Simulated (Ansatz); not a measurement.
# GaAsH2+ (quartet): the correlation ladder, cc-pVTZ

An exercise on one series of results from a longer session: the logs are not shown, and one member is left open.

The runs use Ansatz 0.2.0, Gaussian basis; cc-pVTZ, core rule «outside noble gas», up to 28 orbitals frozen.

The runs, in order: UHF; CCSD(T) on ROHF; CCSD(T) on UHF; BCCD(T) on ROHF; CCSDT(Q) on ROHF; CCSDT(Q) on UHF.

16 further runs of the same task are left out: 10 for a known fault of the program, 6 set aside as unsound or not needed. Runs told in other sessions of the task aren't counted.

## The geometry

The geometry is a PBE0/def2-TZVP stationary point (not a proven minimum) of the parent state, kept for this charge and spin. No spin-orbit coupling is included. The filled d shell of Ga, As may be among the frozen orbitals whatever the setting's name suggests.

4 atoms, charge 1, spin multiplicity 4.

Atoms are counted from 1 here; the program's logs count them from 0.

Bond lengths: Ga1–As2 2.482 Å, Ga1–H4 1.607 Å, As2–H3 1.532 Å. Angles: As2–Ga1–H4 120.5°, Ga1–As2–H3 90.2°.

Set-up of the first run:

Contents of in.yaml:

```yaml
crystal:
  periodic: [false, false, false]
  atoms:
    - {symbol: Ga, position_ang: [0.000000, 0.032957, 1.279135]}
    - {symbol: As, position_ang: [0.000000, 0.007896, -1.202706]}
    - {symbol: H, position_ang: [0.000000, -1.523797, -1.192496]}
    - {symbol: H, position_ang: [0.000000, -1.342833, 2.108760]}
basis:
  gaussian: {orbitals: cc-pVTZ}
total_charge: 1
magnetization: {spin_polarized: true, initial_magnetization: 3}
hamiltonian: {xc: hf}
output: {orbitals: {seedname: orbitals}}
```

On the command line:

```
ansatz run in.yaml --threads 1 --pin off --events-out ev --progress --plain --max-ram 2816MiB --backend cpu
```

Among the steps run: UHF; CCSD(T) on ROHF; CCSD(T) on UHF; BCCD(T) on ROHF; CCSDT(Q) on ROHF; CCSDT(Q) on UHF.

One of the session's tables, all rows but one given; the rest of the session is left out.

It belongs to the step «Misses and costs». 

```
   method  from RCCSDT(Q) (meV)
     ROHF                     ?
      UHF               +4859.7
     RMP2               +1095.2
     UMP2               +1067.4
    RCCSD                +221.9
    UCCSD                +189.3
 RCCSD(T)                 +43.3
 UCCSD(T)                 +21.1
  BCCD(T)                 +41.0
   RCCSDT                  +7.2
   UCCSDT                 -14.8
RCCSDT(Q)                     0
UCCSDT(Q)                 -21.8
```

Q: Estimate the row for ROHF from the others.

As computed: from RCCSDT(Q) (meV): +5135.9. In the column «from RCCSDT(Q) (meV)» it is the highest.

To keep in mind: Restricted and unrestricted rows rest on different reference determinants; a gap between their highest levels can come from leftover correlation error, from unlike frozen cores or from another state.
